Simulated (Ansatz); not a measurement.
# PtSeS3: the cost of one run

Computed with Ansatz 0.2.0 (DFT PBE, scalar-relativistic, plane waves, PAW, unless a step's input says otherwise).

## Step 1: The system as given

It takes space group P4mm (No. 99, tetragonal). Conventional cell: a = 4.452 Å, b = 4.452 Å, c = 5.629 Å, α = 90.00°, β = 90.00°, γ = 90.00°. Pt (site symmetry 4mm) is surrounded by 5 S at 2.32 to 2.46 Å. Se (site symmetry 4mm) has 12 S at 3.22 to 3.66 Å and 4 Pt at 3.56 Å as nearest neighbours. Around S (site symmetry 2mm) lie 2 Pt at 2.46 Å. S (site symmetry 4mm) is surrounded by 1 Pt at 2.32 Å.

Coordinates:

```cif
data_structure
_symmetry_space_group_name_H-M 'P 1'
_symmetry_Int_Tables_number 1
_cell_length_a 4.4525
_cell_length_b 4.4525
_cell_length_c 5.6285
_cell_angle_alpha 90.000
_cell_angle_beta 90.000
_cell_angle_gamma 90.000
_cell_volume 111.58
loop_
_atom_site_label
_atom_site_type_symbol
_atom_site_fract_x
_atom_site_fract_y
_atom_site_fract_z
_atom_site_occupancy
Pt1 Pt 0.50000 0.50000 0.68722 1
Se1 Se 0.00000 0.00000 0.98389 1
S1 S 0.00000 0.50000 0.50068 1
S2 S 0.50000 0.50000 0.10014 1
S3 S 0.50000 0.00000 0.50068 1
```

The cell is invented: species swapped into a database cell of PrBPt3 (P4mm, No. 99), with Se on the Pr sites, Pt on the B sites and S on the Pt sites. Lengths come from tabulated atomic sizes and are only a guess.

## Step 2: A first look at the guess

File input.yaml:

```yaml
crystal:
  lattice:
    - [4.45247392, 0.0, 0.0]
    - [0.0, 4.45247392, 0.0]
    - [0.0, 0.0, 5.62852464]
  atoms:
    - { symbol: Pt, position: [0.5, 0.5, 0.68721551] }
    - { symbol: Se, position: [0.0, 0.0, 0.98389405] }
    - { symbol: S, position: [0.0, 0.5, 0.50067651] }
    - { symbol: S, position: [0.5, 0.5, 0.10013644] }
    - { symbol: S, position: [0.5, 0.0, 0.50067651] }
basis:
  ecutwfc: 420
kpoints:
  mp_grid: { grid: [4, 4, 4] }
hamiltonian:
  xc: pbe
scf:
  occupations: { method: gaussian, width: 0.1 }
  lower_state_search: "off"
output:
  forces: true
  stress: true
  eigenvalues: true
```

Started as:

```sh
$ ansatz run input.yaml --threads 1 --pin off --max-ram 2560MiB --backend cpu --events-out ev --progress --plain --runs-dir out
```

**Question.** How long does this run take on 1 thread of Arm Neoverse V1, shared host, and how much memory does it need?

About 5.4 s, with a peak of 0.34 GiB.
